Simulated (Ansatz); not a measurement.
# MgO: the cost of one run

Method: DFT LDA, scalar-relativistic, plane waves, PAW, in Ansatz 0.2.0.

The COD entry's cell or inner coordinates are ideal or old and differ from later refinements, so a difference from it is no clean test against experiment.

## Step 1: The system as given

The structure is cubic, space group Fm-3m (No. 225). Conventional cell: a = 4.217 Å, b = 4.217 Å, c = 4.217 Å, α = 90.00°, β = 90.00°, γ = 90.00°. Mg (site symmetry m-3m) has 6 O at 2.11 Å as nearest neighbours. O (site symmetry m-3m) is surrounded by 6 Mg at 2.11 Å.

Coordinates:

```cif
data_structure
_symmetry_space_group_name_H-M 'P 1'
_symmetry_Int_Tables_number 1
_cell_length_a 2.9819
_cell_length_b 2.9819
_cell_length_c 2.9819
_cell_angle_alpha 60.000
_cell_angle_beta 60.000
_cell_angle_gamma 60.000
_cell_volume 18.75
loop_
_atom_site_label
_atom_site_type_symbol
_atom_site_fract_x
_atom_site_fract_y
_atom_site_fract_z
_atom_site_occupancy
Mg1 Mg 0.00000 0.00000 0.00000 1
O1 O 0.50000 0.50000 0.50000 1
```

The structure rests on an entry of the Crystallography Open Database; cell or positions may have been set otherwise for this series.

## Step 2: Phonons: MgO, no spin

input.yaml reads:

```yaml
crystal:
  lattice:
    - [0.0, 2.1085, 2.1085]
    - [2.1085, 0.0, 2.1085]
    - [2.1085, 2.1085, 0.0]
  atoms:
    - { symbol: Mg, position: [0.0, 0.0, 0.0] }
    - { symbol: O, position: [0.5, 0.5, 0.5] }
scf:
  occupations: { method: fixed }
output: {}
hamiltonian:
  xc: lda
kpoints:
  mp_grid: { grid: [8, 8, 8] }
phonons:
  method: dfpt
  dielectric: true
  rigid_motions: translations
```

On the command line:

```sh
ansatz run input.yaml --threads 2 --pin off --max-ram 8192MiB --backend cpu --events-out ev --progress --plain --runs-dir out
```

What time and memory should one allow on 2 threads of Intel Xeon at 2.30GHz, shared host?

About 12 s, with a peak of 0.39 GiB.
